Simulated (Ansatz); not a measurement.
# CH₅BFNOSi: up Jacob's ladder to CCSD(T)

One table from this session's results is given with a row withheld; the runs are named, their logs left out.

Computed with Ansatz 0.2.0, Gaussian basis. Level: functionals in def2-TZVPP, the program's frozen cores in correlated methods.

Plan: PBE-D4, r2SCAN-D4, PBE0-D4, B3LYP-D4, ωB97X-V, ωB97M-V, B2PLYP; CCSD(T)/def2-TZVPP; MP2/def2-QZVPP; extrapolation to the limit.

## The geometry

The geometry comes from an earlier relaxation with PBE0-D4 in a triple-zeta def2 set; it is a stationary point, not always the lowest conformer.

SMILES `OC1(F)NB1[SiH3]`, 11 atoms, charge 0, spin multiplicity 1.

Atoms are counted from 1 here; the program's logs count them from 0.

Bond lengths: O1–C2 1.372 Å, O1–H7 0.962 Å, C2–F3 1.381 Å, C2–N4 1.394 Å, C2–B5 1.555 Å, N4–B5 1.367 Å, N4–H8 1.008 Å, B5–Si6 1.990 Å, Si6–H9 1.487 Å, Si6–H10 1.487 Å, Si6–H11 1.487 Å. Angles: C2–O1–H7 108.2°, O1–C2–F3 109.0°, O1–C2–N4 116.4°, O1–C2–B5 127.7°, F3–C2–N4 115.3°, F3–C2–B5 121.0°, N4–C2–B5 54.9°, C2–N4–B5 68.6°, C2–N4–H8 136.5°, B5–N4–H8 154.7°, C2–B5–N4 56.5°, C2–B5–Si6 157.3°, N4–B5–Si6 146.2°, B5–Si6–H9 109.2°, B5–Si6–H10 109.2°, B5–Si6–H11 112.3°, H9–Si6–H10 108.4°, H9–Si6–H11 108.8° and more.

As a file:

```mol
CH5BFNOSi
  3D, bonds by distance, orders not assigned

 11 11  0  0  0  0  0  0  0  0999 V2000
   -0.0170   -2.3790    0.5391 O   0  0
    0.6629   -1.2130    0.2934 C   0  0
    1.9011   -1.2786    0.9006 F   0  0
    0.6702   -0.7669   -1.0273 N   0  0
    0.0804    0.1436   -0.1961 B   0  0
   -0.8243    1.9108   -0.0553 Si  0  0
   -0.1850   -2.4362    1.4843 H   0  0
    0.9568   -1.1332   -1.9220 H   0  0
   -2.1633    1.7280    0.5663 H   0  0
   -0.0192    2.8050    0.8186 H   0  0
   -0.9970    2.5625   -1.3810 H   0  0
  1  2  8  0
  2  3  8  0
  2  4  8  0
  4  5  8  0
  5  6  8  0
  1  7  8  0
  4  8  8  0
  6  9  8  0
  6 10  8  0
  6 11  8  0
  2  5  8  0
M  END
```

The first run:

File in.yaml:

```yaml
crystal:
  periodic: [false, false, false]
  atoms:
    - {symbol: O, position_ang: [-0.016988, -2.378969, 0.539064]}
    - {symbol: C, position_ang: [0.662873, -1.213013, 0.293417]}
    - {symbol: F, position_ang: [1.901120, -1.278588, 0.900567]}
    - {symbol: N, position_ang: [0.670170, -0.766884, -1.027344]}
    - {symbol: B, position_ang: [0.080375, 0.143619, -0.196139]}
    - {symbol: Si, position_ang: [-0.824337, 1.910761, -0.055254]}
    - {symbol: H, position_ang: [-0.184985, -2.436228, 1.484260]}
    - {symbol: H, position_ang: [0.956843, -1.133245, -1.922037]}
    - {symbol: H, position_ang: [-2.163307, 1.728018, 0.566345]}
    - {symbol: H, position_ang: [-0.019217, 2.805029, 0.818585]}
    - {symbol: H, position_ang: [-0.997047, 2.562499, -1.380964]}
basis:
  gaussian: {orbitals: def2-TZVPP}
hamiltonian: {xc: pbe, dispersion: d4}
output: {forces: true, orbitals: {seedname: orbitals}}
```

The run is started by

```sh
> ansatz run in.yaml --threads 4 --pin off --events-out ev --progress --plain --max-ram 10444MiB
```

Steps of the session up to this table: PBE-D4 (GGA); r2SCAN-D4 (meta-GGA); PBE0-D4 (hybrid); B3LYP-D4 (hybrid); ωB97X-V (range-separated); ωB97M-V (range-separated); B2PLYP (double hybrid); CCSD(T) in def2-TZVPP; MP2 in def2-QZVPP.

One of the session's tables, all rows but one given; the rest of the session is left out.

```
            method  atomisation energy (eV)
            PBE-D4                   42.882
         r2SCAN-D4                   41.697
           PBE0-D4                   41.696
          B3LYP-D4                   41.498
           ωB97X-V                   41.790
           ωB97M-V                   41.725
            B2PLYP                   40.989
     HF/def2-TZVPP                   28.419
    MP2/def2-TZVPP                   41.125
   CCSD/def2-TZVPP                   39.255
CCSD(T)/def2-TZVPP                   40.043
           MP2/CBS                   42.404
       CCSD(T)/CBS                        ?
```

**Question.** Estimate the row for CCSD(T)/CBS.

As computed: atomisation energy (eV): 41.322. In the column «atomisation energy (eV)» it lies between MP2/def2-TZVPP (41.125) and B3LYP-D4 (41.498).

Caveats from the session: Free atoms (1 O, 1 C, 1 F, 1 N, 1 B, 1 Si, 5 H) were run apart at each level; the atomisation energy is their sum less the molecule, without zero-point or spin-orbit terms.
